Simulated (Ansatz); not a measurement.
# Si12CO: the cost of one run

Method: DFT PBE, scalar-relativistic, plane waves, PAW, in Ansatz 0.2.0.

42 further runs of the same task are left out: 42 set aside as unsound or not needed. Runs told in other sessions of the task aren't counted.

**1. Starting point**

It takes space group P1 (No. 1, triclinic). The conventional cell has a = 5.470 Å, b = 7.735 Å, c = 21.724 Å, α = 90.00°, β = 90.00°, γ = 90.00°. Around Si (site symmetry 1) lie 3 Si at 2.34 to 2.37 Å. Si (site symmetry 1) is surrounded by 4 Si at 2.33 to 2.35 Å. Only part of the 14 independent sites is listed.

Coordinates:

```
CELL_PARAMETERS angstrom
7.73507 0.00000 0.00000
0.00000 5.46952 0.00000
0.00000 0.00000 21.72384
ATOMIC_POSITIONS crystal
Si 0.25000 0.00000 0.18413
Si 0.75000 0.00000 0.18413
Si 0.00000 0.25000 0.18413
Si 0.50000 0.25000 0.18413
Si 0.00000 0.50244 0.27104
Si 0.50000 0.50244 0.27104
Si 0.25000 0.74756 0.27104
Si 0.75000 0.74756 0.27104
Si 0.25000 0.00986 0.35555
Si 0.75000 0.00986 0.35555
Si 0.00000 0.24014 0.35555
Si 0.50000 0.24014 0.35555
C 0.00000 0.00986 0.42229
O 0.02241 0.05468 0.47387
```

This is the geometry of the first run shown, built on a cell relaxed beforehand with the same method.

**2. Plan of the line**

Atoms count from 1 in the order of the input.

CO stands on one site of a rigid substrate at a fixed height and bond length while its axis is turned; the height is held at 1.45 Å.

The axes are (1) tilt of the C13-O14 axis from the surface normal: 7 values from 0 to 90 °; (2) azimuth of the C13-O14 axis from the diagonal of the surface cell: 12 values from 0 to 330 °, periodic.

Nothing else is relaxed. Points are written as (first, second).

**3. The run at (15°, 0°)**

A dipole layer in the vacuum cancels the field that periodic copies would set up if the slab's two faces differ.

Contents of input.yaml:

```yaml
crystal:
  lattice:
    - [7.7350711403, 0.0, 0.0]
    - [0.0, 5.4695212563, 0.0]
    - [0.0, 0.0, 21.7238421161]
  atoms:
    - { symbol: Si, position: [0.25, 0.0, 0.1841294914] }
    - { symbol: Si, position: [0.75, 0.0, 0.1841294914] }
    - { symbol: Si, position: [0.0, 0.25, 0.1841294914] }
    - { symbol: Si, position: [0.5, 0.25, 0.1841294914] }
    - { symbol: Si, position: [0.0, 0.5024402206, 0.2710384099] }
    - { symbol: Si, position: [0.5, 0.5024402206, 0.2710384099] }
    - { symbol: Si, position: [0.25, 0.7475597794, 0.2710384099] }
    - { symbol: Si, position: [0.75, 0.7475597794, 0.2710384099] }
    - { symbol: Si, position: [0.25, 0.0098635024, 0.3555467801] }
    - { symbol: Si, position: [0.75, 0.0098635024, 0.3555467801] }
    - { symbol: Si, position: [0.0, 0.2401364976, 0.3555467801] }
    - { symbol: Si, position: [0.5, 0.2401364976, 0.3555467801] }
    - { symbol: C, position: [0.0, 0.0098635024, 0.4222937207] }
    - { symbol: O, position: [0.0224093511, 0.0546822045, 0.4738717958] }
basis:
  ecutwfc: 420
kpoints:
  mp_grid: { grid: [4, 5, 1] }
hamiltonian:
  xc: pbe
  pseudopotentials: { kind: paw, azcp: { folder: soft_1 } }
scf:
  occupations: { method: gaussian, width: 0.05 }
output:
  forces: true
  eigenvalues: true
efield:
  axis: 3
  dipole_correction: true
  ramp_width: 0.04
```

Launch:

```console
$ ansatz run input.yaml --threads 1 --pin off --max-ram 3072MiB --backend cpu --events-out ev --progress --plain --runs-dir out
```

**Question.** How long does this run take on 1 thread of AMD EPYC 9R45 (Zen 5), shared host, and how much memory does it need?

About 19 s, with a peak of 0.94 GiB.
